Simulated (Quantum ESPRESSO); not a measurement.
Crystal: GeCN2.

```
Ge N C
1.0
     1.79379    1.03565    4.92196
    -1.79379    1.03565    4.92196
     0.00000   -2.07129    4.92196
Ge N C
1 2 1
Direct
  0.00000 0.00000 0.00000
  0.58390 0.58390 0.58390
  0.41610 0.41610 0.41610
  0.50000 0.50000 0.50000
```

The cell comes from a database or a generator and needn't be the stable form of this composition.

Base run:

* Program: Quantum ESPRESSO 7.5
* Functional: PBEsol
* Potentials or basis: GBRV 1.5 PBEsol
* Cutoff: 612 eV
* Density cutoff: 4898 eV
* k mesh: 9 × 9 × 9
* Occupations: fermi-dirac, width 0.05 eV
* Spin: no spin polarisation

Its results: band gap on the k mesh 1.01 eV, indirect (least direct gap 1.82 eV); pressure -3.2 GPa; largest force 0.174 eV/Å.

The run is repeated on the same cell with these changes: functional from PBEsol to PBE; potentials or basis from GBRV 1.5 PBEsol to SSSP 1.3 efficiency PBE; cutoff from 612 eV to 816 eV; density cutoff from 4898 eV to 6531 eV. What comes out?

Band gap on the k mesh 1.12 eV, indirect (least direct gap 1.97 eV); pressure -0.3 GPa; largest force 0.033 eV/Å.

Caveats: an odd mesh through Γ misses points on the zone boundary, where band edges often lie.
